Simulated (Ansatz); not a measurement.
Crystal: Cd2S.

```
CELL_PARAMETERS angstrom
3.96267 0.00000 0.00000
-1.98134 3.43177 0.00000
0.00000 0.00000 5.80919
ATOMIC_POSITIONS crystal
Cd 0.33333 0.66667 0.93272
Cd 0.66667 0.33333 0.57873
S 0.33333 0.66667 0.36571
```

The cell comes from a database or a generator and needn't be the stable form of this composition.

Base run:

```yaml
Program: Ansatz 0.2.0
Functional: PBEsol
Potentials_or_basis: all-electron LAPW, relativistic spinors
Cutoff: 229 eV
Density_cutoff: 917 eV
Basis_error_allowed: 0.002 eV/atom
k_mesh: 6 × 6 × 4
Occupations: fermi-dirac, width 0.05 eV
Spin: spin-orbit coupling, no magnetisation
```

Its results: band gap on the k mesh none (metal or under the smearing width); pressure -3.1 GPa; largest force 0.130 eV/Å.

The run is repeated on the same cell with these changes: potentials or basis from all-electron LAPW, relativistic spinors to all-electron LAPW, scalar-relativistic; spin from spin-orbit coupling, no magnetisation to no spin polarisation. What comes out?

Band gap on the k mesh 0.09 eV, indirect (least direct gap 0.47 eV); pressure -3.1 GPa; largest force 0.130 eV/Å.

Spin-orbit coupling splits the band edges, which narrows the gap.

Caveats: the k mesh is thin for a metal, which can move the energy by tens of meV per atom (some runs).

A k mesh can miss the band edges.

Not every run made on this cell is shown here.
